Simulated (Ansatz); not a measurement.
**GdN (Fm-3m): equation of state**

The task here is to estimate one member of a computed series from the others.

Program: Ansatz 0.2.0. Level of theory: DFT r²SCAN, scalar-relativistic, plane waves, PAW. These are calculated values, not measurements.

## The system as given

The structure is cubic, space group Fm-3m (No. 225). Conventional cell: a = 4.973 Å, b = 4.973 Å, c = 4.973 Å, α = 90.00°, β = 90.00°, γ = 90.00°. Gd (site symmetry m-3m) has 6 N at 2.49 Å as nearest neighbours. N (site symmetry m-3m) is surrounded by 6 Gd at 2.49 Å.

Coordinates:

```xyz
2
Lattice="0.0000 2.4866 2.4866 2.4866 0.0000 2.4866 2.4866 2.4866 0.0000" Properties=species:S:1:pos:R:3 pbc="T T T"
Gd    0.0000    0.0000    0.0000
N     2.4866    2.4866    2.4866
```

An earlier run at r²SCAN left this cell at 15.375 Å³/atom and 0.05 GPa (12×12×12 mesh).

Volume factors to run: 0.980, 1.020, 0.960, 1.040.

The first run:

Input file input.yaml:

```yaml
crystal:
  lattice:
    - [0.0, 2.4698904433, 2.4698904433]
    - [2.4698904433, 0.0, 2.4698904433]
    - [2.4698904433, 2.4698904433, 0.0]
  atoms:
    - { symbol: Gd, position: [0.0, 0.0, 0.0], spin: 7.62 }
    - { symbol: "N", position: [0.5, 0.5, 0.5] }
basis:
  ecutwfc: 500
  ecutrho_ratio: 4
kpoints:
  mp_grid: { grid: [12, 12, 12] }
hamiltonian:
  xc: r2scan
scf:
  occupations: { method: gaussian, width: 0.05 }
output:
  forces: true
  stress: true
  eigenvalues: true
  populations: true
magnetization:
  spin_polarized: true
```

On the command line:

```console
> ansatz run input.yaml --threads 2 --pin off --max-ram 5120MiB --backend cpu --events-out ev --progress --plain --runs-dir out
```

Among the steps run: Volume × 0.980; Volume × 1.020; Volume × 0.960; Scaling the volume by 1.040.

One of the session's tables, all rows but one given; the rest of the session is left out.

It belongs to the step «The fit». 

```
volume (Å³/atom)  energy (meV/atom)  pressure (GPa)
          14.760              13.29            7.11
          15.067               3.26            3.40
          15.375               0.00            0.05
          15.682                  ?               ?
          15.990              11.25           -5.71
```

Estimate the missing values for volume (Å³/atom) = 15.682.

Worked estimate for «energy (meV/atom)». A straight line through the neighbours (15.375, 0.00) and (15.990, 11.25) gives 0.00 + (11.25 − 0.00) × (15.682 − 15.375) / (15.990 − 15.375) = 5.62; a parabola fitted to 3 rows on both sides gives 2.66.

**Answer.** energy (meV/atom): 2.86; pressure (GPa): -2.98. In «energy (meV/atom)» the line misses by +2.76 and the parabola by -0.20.

To keep in mind: Warnings in the runs' records: stability check not made.
